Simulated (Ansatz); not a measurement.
# GeH₅NOS: small, medium and large basis sets

How large a basis does GeH₅NOS need? Two functionals are run in growing sets.

Method: one geometry, several basis sets; program: Ansatz 0.2.0, Gaussian basis.

The runs, in order: PBE0-D4/def2-SVP; ωB97M-V/def2-SVP; PBE0-D4/def2-QZVPP; ωB97M-V/def2-QZVPP; the functionals' def2-TZVPP values are taken from earlier runs.

## (1) The relaxed structure

All runs share one geometry, relaxed beforehand with PBE0-D4 in a triple-zeta def2 set.

9 atoms, charge 0, spin multiplicity 1.

Atoms are counted from 1 here; the program's logs count them from 0.

Bond lengths: N1–Ge2 1.814 Å, N1–H5 1.010 Å, N1–H6 1.010 Å, Ge2–O3 1.773 Å, Ge2–S4 2.239 Å, Ge2–H7 1.535 Å, O3–H8 0.960 Å, S4–H9 1.343 Å. Angles: Ge2–N1–H5 113.9°, Ge2–N1–H6 116.3°, H5–N1–H6 110.1°, N1–Ge2–O3 103.4°, N1–Ge2–S4 113.8°, N1–Ge2–H7 110.9°, O3–Ge2–S4 108.4°, O3–Ge2–H7 111.8°, S4–Ge2–H7 108.4°, Ge2–O3–H8 110.9°, Ge2–S4–H9 93.7°.

Coordinates:

```xyz
9

N    -0.1018    0.7788   -1.5099
Ge    0.3670    0.0727    0.0940
O     0.7958   -1.6007   -0.3038
S    -1.2982    0.0401    1.5900
H    -0.6697    0.1652   -2.0770
H    -0.5054    1.7040   -1.4897
H     1.5515    0.8357    0.7026
H     0.4216   -2.2117    0.3355
H    -0.4723    0.1697    2.6412
```

## (2) PBE0-D4 in def2-SVP

Contents of in.yaml:

```yaml
crystal:
  periodic: [false, false, false]
  atoms:
    - {symbol: N, position_ang: [-0.101793, 0.778845, -1.509947]}
    - {symbol: Ge, position_ang: [0.367011, 0.072665, 0.093998]}
    - {symbol: O, position_ang: [0.795764, -1.600738, -0.303831]}
    - {symbol: S, position_ang: [-1.298223, 0.040110, 1.589967]}
    - {symbol: H, position_ang: [-0.669728, 0.165225, -2.077024]}
    - {symbol: H, position_ang: [-0.505380, 1.704009, -1.489693]}
    - {symbol: H, position_ang: [1.551505, 0.835725, 0.702551]}
    - {symbol: H, position_ang: [0.421595, -2.211750, 0.335538]}
    - {symbol: H, position_ang: [-0.472251, 0.169708, 2.641241]}
basis:
  gaussian: {orbitals: def2-SVP}
hamiltonian: {xc: pbe0, dispersion: d4}
output: {orbitals: {seedname: orbitals}}
```

After this run come: ωB97M-V in def2-SVP; PBE0-D4 in def2-QZVPP; ωB97M-V in def2-QZVPP.

Q: Predict the results of all the runs planned. Wanted: PBE0-D4: double and triple zeta above quadruple; ωB97M-V: double and triple zeta above quadruple.

**Answer**, as computed:

| quantity | value |
| --- | --- |
| PBE0-D4: double and triple zeta above quadruple | 17.32, 1.79 eV |
| ωB97M-V: double and triple zeta above quadruple | 17.35, 1.73 eV |

For PBE0-D4 the step from double to triple zeta gains 15.53 eV and the next only 1.79 eV. Total energies overstate the basis error of differences, where much of it tends to cancel. The LUMO of ωB97M-V is positive and keeps falling with the basis (2.74 to 1.42 eV): an unbound level that the basis holds in place.
